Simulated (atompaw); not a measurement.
# Pseudopotential generation for P: PAW (atompaw), PBE

Aim: build the potential from the settings below, then test how well it stands in for the atom: scattering, ghost states and the plane-wave cutoff that it needs.

The numbers are computed with atompaw 4.2.0.5 (PBE, scalar-relativistic, spin-unpolarised reference atom).

## 1. Starting point

Typed settings, in words:

```json
{
 "element": "phosphorus (P, Z = 15)",
 "type": "PAW",
 "frozen core": "[Ne]",
 "valence charge": "5",
 "reference configuration": "3s2 3p3",
 "partial waves": "3s (bound): rc 1.30 bohr; 3s channel at 0.4 Ry: rc 1.40 bohr; 3p (bound): rc 1.40 bohr; 3p channel at 0.05 Ry: rc 1.35 bohr; 3d channel at -0.1 Ry: rc 1.40 bohr; 3d channel at 0.75 Ry: rc 1.40 bohr",
 "local potential": "vpsmatchnc scheme with l = 3 at -0.5 Ry, radius 1.30 bohr",
 "core correction": "smooth core density matched at 1.35 bohr",
 "augmentation charge": "besselshape compensation charge, radius 1.30 bohr; PAW radius 1.40 bohr; waves and projectors: custom rrkj gramschmidtortho"
}
```

An earlier all-electron run gives the scale for the radii.

All-electron outer shells of the reference configuration (PBE, scalar-relativistic, ld1.x):

```tsv
shell	level (eV)	outermost node (bohr)	outermost maximum (bohr)
2s	-173.99	0.14	0.42
2p	-124.49	–	0.36
3s	-13.97	0.65	1.58
3p	-5.51	0.64	1.83
```

## 2. Generating the potential

The input, P.input:

```
P 15
GGA-PBE scalarrelativistic loggrid 1500 logderivrange -3 5 201
3 3 0 0 0 0
3 1 3
0 0 0
c
c
v
c
v
2
1.40 1.30 1.30 1.35
y
0.4
n
y
0.05
n
y
-0.1
y
0.75
n
custom rrkj gramschmidtortho besselshape
3 -0.5 vpsmatchnc
1.30
1.40
1.40
1.35
1.40
1.40
PWSCFOUT
UPFDX 0.0125d0 UPFXMIN -7.d0 UPFZMESH 15.d0
END
```

The run is started by

```console
$ atompaw < P.input > P.log
```

What does the calculation give? Wanted: cutoffs for 10 and 1 mRy, occupied levels; bound ghosts; largest phase difference near zero energy, channels read; lowest eigenvalue of the overlap; share of valence orbitals outside the PAW sphere; UPF file.

As calculated:

| quantity | value |
| --- | --- |
| cutoffs for 10 and 1 mRy, occupied levels | 21 Ry and 40 Ry |
| bound ghosts | s at -6245.32 eV |
| largest phase difference near zero energy, channels read | 0.001 rad |
| lowest eigenvalue of the overlap (Bessel basis) | 0.005 (s) |
| share of valence orbitals outside the PAW sphere | 3s 74 %, 3p 85 % |
| UPF file | written |

What this shows: It has a bound ghost (s), a state that the atom doesn't have, and that rules the file out. The overlap operator is nearly singular (0.005). By its cutoff, 21 Ry for the looser tolerance, it is soft on the atom at that tolerance. Near zero energy the phases of the channels with partial waves agree within 0.001 rad. All of this concerns the isolated atom, not yet a solid.
